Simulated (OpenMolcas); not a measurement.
**SnSiH6O (SMILES [SiH3][O][SnH3]): levels of theory compared**

We compute a comparison of 6 runs (HF/def2-SVP, B3LYP/def2-SVP, BHLYP/def2-SVP, PBE0/def2-SVP, r2SCAN/def2-SVP, revPBE/def2-SVP) of SnSiH6O. 

The calculation is run with OpenMolcas 26.06.

### Step 1. The structure to begin with

SnSiH6O has 9 atoms, charge 0, and is taken as a singlet. SMILES: `[SiH3][O][SnH3]`. Geometry: relaxed at PBE0-D4/def2-TZVP.

Bond lengths: Si1–O2 1.627 Å, O2–Sn3 1.963 Å, Si1–H4 1.492 Å, Si1–H5 1.486 Å, Si1–H6 1.492 Å, Sn3–H7 1.699 Å, Sn3–H8 1.705 Å, Sn3–H9 1.705 Å. Some angles: Si1–O2–Sn3 136.6°, O2–Si1–H4 111.4°, O2–Si1–H5 109.0°, O2–Si1–H6 111.4°, O2–Sn3–H7 103.7°, O2–Sn3–H8 106.7°, O2–Sn3–H9 106.7°, H4–Si1–H5 108.8°, H4–Si1–H6 107.4°, H5–Si1–H6 108.8°.

### Step 2. Energy and forces at HF/def2-SVP (core potential) (run 1)

The input, struct.xyz:

```xyz
9

Si    -0.707500     1.106300    -0.961800
O      0.549600     0.232700    -0.411000
Sn     0.837100    -1.145700     0.956400
H     -1.786000     0.228100    -1.502000
H     -0.233000     2.004100    -2.046400
H     -1.309600     1.937400     0.121200
H      2.493700    -1.499800     0.829900
H     -0.166000    -2.460900     0.544700
H      0.410100    -0.448400     2.452000
```

The input, test.input:

```
* H6OSiSn Hartree-Fock

&GATEWAY
  BASLIB = $CurrDir
  COORD = struct.xyz
  BASIS = def2-SVP
  GROUP = NoSym

&SEWARD

&SCF
  THRESHOLDS = 1e-10 1e-07 1e-07 1e-05
  PRORBITALS = 0

&ALASKA
```

The basis set def2-SVP is read from a file made from the Basis Set Exchange's data (not shown).

Command:

```bash
$ export MOLCAS_MEM=1860
$ pymolcas test.input > test.log
```

The log of the run:

```text
--- Start Module: gateway ---
[...]
--- Stop Module: gateway /rc=_RC_ALL_IS_WELL_ ---
[...]
      Basis functions           88
[...]
--- Start Module: scf ---
[...]
       Convergence after  12 Iterations
[...]
::    Total SCF energy                               -580.5046135084
[...]
      Total spin, S                                     0.0000000000
[...]
      Total electronic charge=   50.000000
      Total            charge=   -0.000000
[...]
      Dipole Moment (debye):
      Origin of the operator (angstrom)=    0.5224   -0.6058    0.4802
                   X=  2.0205E-01               Y= -1.5986E+00               Z=  1.6241E+00           Total=  2.2878E+00
      Quadrupole Moment (debye*angstrom):
[...]
--- Stop Module: scf /rc=_RC_ALL_IS_WELL_ ---
[...]
--- Start Module: alaska ---
[...]
 *              Molecular gradients               *
 **************************************************
  Irreducible representation: a
 ------------------------------------------------------------------------------------------
                              X                       Y                       Z
 ------------------------------------------------------------------------------------------
  SI1               5.89363449062574E-04   -6.46140541921447E-03    6.65566351058722E-03
  O2                3.78354930265523E-03    5.11553264174402E-04   -1.65820296720920E-03
  SN3              -4.64493989335413E-03    2.80339707398447E-03   -1.59804135325992E-03
  H4               -1.34304505290261E-03   -1.10068567841015E-03   -1.06910919065517E-03
  H5                2.40164956074462E-03    6.20285010274557E-04   -1.35686368411836E-03
  H6               -6.42684549684969E-04    1.41292547892524E-03    1.30623190873091E-03
  H7               -3.20445993560625E-04    1.22408007835673E-03   -1.18661230730270E-03
  H8                8.81107266170744E-05    5.01359152736747E-04   -5.37533795664236E-04
[...]
--- Stop Module: alaska /rc=_RC_ALL_IS_WELL_ ---
[...]
```

Wall time 14 s (1 thread of Arm Neoverse N1, shared host); peak memory 0.48 GiB.

### Step 3. Energy and gradient at B3LYP/def2-SVP (core potential) (run 2)

The input, run.input:

```
>>> EXPORT MOLCAS_PRINT=2
&GATEWAY
BasLib=$CurrDir
Coord
9
angstrom
Si      -0.707500       1.106300      -0.961800
O        0.549600       0.232700      -0.411000
Sn       0.837100      -1.145700       0.956400
H       -1.786000       0.228100      -1.502000
H       -0.233000       2.004100      -2.046400
H       -1.309600       1.937400       0.121200
H        2.493700      -1.499800       0.829900
H       -0.166000      -2.460900       0.544700
H        0.410100      -0.448400       2.452000
Basis=def2-SVP
Group=NoSym
&SEWARD
GridInput
Grid=UltraFine
End of Grid
&SCF
KSDFT=B3LYP
Thresholds=1e-10 1e-07 1e-07 1e-05
PrOrbitals=0
&ALASKA
```

The basis set def2-SVP is read from a file made from the Basis Set Exchange's data (not shown).

Command:

```bash
$ export MOLCAS_MEM=1860
$ pymolcas run.input > run.log
```

The log of the run:

```text
--- Start Module: gateway ---
[...]
--- Stop Module: gateway /rc=_RC_ALL_IS_WELL_ ---
[...]
      Basis functions           88
[...]
--- Start Module: scf ---
[...]
       Convergence after  13 Iterations
[...]
::    Total KS-DFT energy                            -582.5750288921
[...]
      Total spin, S                                     0.0000000000
[...]
      Total electronic charge=   50.000000
      Total            charge=   -0.000000
[...]
      Dipole Moment (debye):
      Origin of the operator (angstrom)=    0.5224   -0.6058    0.4802
                   X=  2.9418E-01               Y= -1.4795E+00               Z=  1.4717E+00           Total=  2.1074E+00
      Quadrupole Moment (debye*angstrom):
[...]
--- Stop Module: scf /rc=_RC_ALL_IS_WELL_ ---
[...]
--- Start Module: alaska ---
[...]
 *              Molecular gradients               *
 **************************************************
  Irreducible representation: a
 ------------------------------------------------------------------------------------------
                              X                       Y                       Z
 ------------------------------------------------------------------------------------------
  SI1               1.05208187830907E-02   -8.91360204741964E-03    6.31532305539828E-03
  O2               -1.02485905431990E-02   -6.96815151739250E-04    3.74352744896189E-03
  SN3              -3.10640118731520E-03    8.82436886584692E-03   -8.38683898739845E-03
  H4                2.06098366317420E-03    9.02607161079594E-04    1.12192953971957E-03
  H5                9.91186503838115E-05   -1.58494968360756E-03    1.64227052332233E-03
  H6                1.34538319583077E-03   -1.67065164454616E-03   -1.32902226518805E-03
  H7               -3.51893229569811E-03    1.09106399901271E-03   -8.72609817566955E-05
  H8                2.06329397155081E-03    3.26169002425836E-03    6.12900614809120E-04
[...]
--- Stop Module: alaska /rc=_RC_ALL_IS_WELL_ ---
[...]
```

It took 53 s on 1 thread of Arm Neoverse N1, shared host; peak memory 0.48 GiB.

Runs 3 to 5 aren't shown in full; the table further down has their settings and results.

### Step 4. Energy and gradient at revPBE/def2-SVP (core potential) (run 6)

The input, input.xyz:

```xyz
9

Si    -0.707500     1.106300    -0.961800
O      0.549600     0.232700    -0.411000
Sn     0.837100    -1.145700     0.956400
H     -1.786000     0.228100    -1.502000
H     -0.233000     2.004100    -2.046400
H     -1.309600     1.937400     0.121200
H      2.493700    -1.499800     0.829900
H     -0.166000    -2.460900     0.544700
H      0.410100    -0.448400     2.452000
```

The input, run.inp:

```
* H6OSiSn Kohn-Sham DFT
&gateway
baslib=$CurrDir
coord=input.xyz
basis=def2-SVP
group=NoSym
&seward
gridinput
Grid=UltraFine
End of Grid
&scf
ksdft=revPBE
thresholds=1e-10 1e-07 1e-07 1e-05
prorbitals=1 2
&alaska
```

The basis set def2-SVP is read from a file made from the Basis Set Exchange's data (not shown).

Command:

```bash
$ export MOLCAS_MEM=1860
$ pymolcas run.inp > run.log
```

The log of the run:

```text
--- Start Module: gateway ---
[...]
--- Stop Module: gateway /rc=_RC_ALL_IS_WELL_ ---
[...]
      Basis functions           88
[...]
--- Start Module: scf ---
[...]
       Convergence after  16 Iterations
[...]
::    Total KS-DFT energy                            -582.4275817222
[...]
      Total spin, S                                     0.0000000000
[...]
      Total electronic charge=   50.000000
      Total            charge=   -0.000000
[...]
      Dipole Moment (debye):
      Origin of the operator (angstrom)=    0.5224   -0.6058    0.4802
                   X=  3.4376E-01               Y= -1.4445E+00               Z=  1.4202E+00           Total=  2.0547E+00
      Quadrupole Moment (debye*angstrom):
[...]
--- Stop Module: scf /rc=_RC_ALL_IS_WELL_ ---
[...]
--- Start Module: alaska ---
[...]
 *              Molecular gradients               *
 **************************************************
  Irreducible representation: a
 ------------------------------------------------------------------------------------------
                              X                       Y                       Z
 ------------------------------------------------------------------------------------------
  SI1               1.58011564863259E-02   -1.11000535527150E-02    7.06551498309871E-03
  O2               -1.93198614735390E-02   -4.42947589502030E-04    6.14163281922941E-03
  SN3              -2.96296999238521E-03    1.21958818201566E-02   -1.19772936206619E-02
  H4                5.89657478304595E-03    3.54963109427109E-03    3.16871353785242E-03
  H5               -1.75950479996856E-03   -4.53359087360639E-03    5.29254650952948E-03
  H6                3.58735486197848E-03   -4.74247974645881E-03   -4.71197214508612E-03
  H7               -6.79952521339278E-03    1.64481592500443E-03    3.17699461376400E-04
  H8                3.99688271606990E-03    5.97653076659199E-03    1.39164451841478E-03
[...]
--- Stop Module: alaska /rc=_RC_ALL_IS_WELL_ ---
[...]
```

It took 58 s on 1 thread of Arm Neoverse N1, shared host; peak memory 0.48 GiB.

### Step 5. Overview of the runs

| run | level | integration grid | energy (Eh) | dipole moment (D) | HOMO energy (eV) | LUMO energy (eV) | wall time |
| --- | --- | --- | --- | --- | --- | --- | --- |
| 1 | HF/def2-SVP (core potential) | – | -580.504614 | 2.29 | -11.75 | 2.54 | 14 s |
| 2 | B3LYP/def2-SVP (core potential) | UltraFine | -582.575029 | 2.11 | -7.86 | -0.66 | 53 s |
| 3 | BHLYP/def2-SVP (core potential) | UltraFine | -582.368327 | 2.20 | -9.51 | 0.39 | 53 s |
| 4 | PBE0/def2-SVP (core potential) | UltraFine | -582.270398 | 2.14 | -8.12 | -0.45 | 52 s |
| 5 | r2SCAN/def2-SVP (core potential) | UltraFine | -582.488311 | 2.13 | -7.02 | -0.94 | 74 s |
| 6 | revPBE/def2-SVP (core potential) | UltraFine | -582.427582 | 2.05 | -6.61 | -1.17 | 58 s |

### Step 6. Results

```
                       quantity          value
            run 6: total energy  -582.42758 Eh
           run 6: dipole moment         2.05 D
             run 6: HOMO energy       -6.61 eV
             run 6: LUMO energy       -1.17 eV
           run 6: HOMO–LUMO gap        5.45 eV
run 6: largest force on an atom     1.057 eV/Å
```

What this shows: The dipole moment (its size) runs from 2.05 D (revPBE/def2-SVP) to 2.29 D (HF/def2-SVP). The HOMO–LUMO gap runs from 5.45 eV (revPBE/def2-SVP) to 14.29 eV (HF/def2-SVP). Exact exchange widens orbital gaps. Totals of different functionals can't be ranked against each other. All runs together took 5 min, the longest 74 s.
